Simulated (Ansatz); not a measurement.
# Ti2Si3: the cost of one run

Computed with Ansatz 0.2.0 (DFT PBE, scalar-relativistic, plane waves, PAW, unless a step's input says otherwise).

1 further run of the same task is left out (it didn't finish).

## Step 1: The system as given

Symmetry: P4/mmm, No. 123, tetragonal system. Conventional cell: a = 4.548 Å, b = 4.548 Å, c = 6.742 Å, α = 90.00°, β = 90.00°, γ = 90.00°. Ti (site symmetry 4mm) has 1 Ti at 1.95 Å and 1 Si at 2.39 Å as nearest neighbours. Si (site symmetry mmm) is surrounded by 2 Si at 2.27 Å. Around Si (site symmetry 4/mmm) lie 4 Si at 2.27 Å and 2 Ti at 2.39 Å.

Coordinates:

```cif
data_structure
_symmetry_space_group_name_H-M 'P4/mmm'
_symmetry_Int_Tables_number 123
_cell_length_a 4.5480
_cell_length_b 4.5480
_cell_length_c 6.7421
_cell_angle_alpha 90.000
_cell_angle_beta 90.000
_cell_angle_gamma 90.000
_cell_volume 139.45
loop_
_atom_site_label
_atom_site_type_symbol
_atom_site_symmetry_multiplicity
_atom_site_Wyckoff_symbol
_atom_site_fract_x
_atom_site_fract_y
_atom_site_fract_z
_atom_site_occupancy
Ti1 Ti 2 g 0.00000 0.00000 0.14492 1
Si1 Si 2 e 0.50000 0.00000 0.50000 1
Si2 Si 1 b 0.00000 0.00000 0.50000 1
```

The cell was relaxed beforehand at this level, from a generated guess; it needn't be the stable form of this composition. At a tolerance of 0.05 Å it has space group P4/mmm (No. 123); it has 27.89 Å³/atom, an uncorrected energy of +1.41 eV/atom over the elements.

## Step 2: Bands, states and charges

input.yaml

```yaml
crystal:
  lattice:
    - [4.5479730203, 0.0, 0.0]
    - [0.0, 4.5479730203, 0.0]
    - [0.0, 0.0, 6.742063513]
  atoms:
    - { symbol: Ti, position: [0.0, 0.0, 0.1449214902] }
    - { symbol: Ti, position: [0.0, 0.0, 0.8550785098] }
    - { symbol: Si, position: [0.5, 0.0, 0.5] }
    - { symbol: Si, position: [0.0, 0.5, 0.5] }
    - { symbol: Si, position: [0.0, 0.0, 0.5] }
basis:
  ecutwfc: 420
kpoints:
  mp_grid: { grid: [8, 8, 6] }
  band_path:
    path:
      - [[0.0, 0.0, 0.0], [0.0, 0.5, 0.0], [0.5, 0.5, 0.0], [0.0, 0.0, 0.0], [0.0, 0.0, 0.5], [0.0, 0.5, 0.5], [0.5, 0.5, 0.5], [0.0, 0.0, 0.5]]
      - [[0.0, 0.5, 0.0], [0.0, 0.5, 0.5]]
      - [[0.5, 0.5, 0.0], [0.5, 0.5, 0.5]]
    npoints: 14
hamiltonian:
  xc: pbe
scf:
  occupations: { method: gaussian, width: 0.1 }
  n_extra_bands: 12
output:
  forces: true
  stress: true
  eigenvalues: true
  populations: true
  dos: { projected: true, de: 0.02, nscf_kmesh: { grid: [10, 10, 8] } }
  bader: true
  write_density: true
  write_potential: true
  elf: true
  volumetric_format: npy
```

Started as:

```sh
$ ansatz run input.yaml --threads 1 --pin off --max-ram 2560MiB --backend cpu --events-out ev --progress --plain --runs-dir out
```

**Question.** How long does this run take on 1 thread of Intel Xeon at 2.50GHz (Skylake/Cascade Lake), shared host, and how much memory does it need?

About 3.4 min, with a peak of 0.61 GiB.
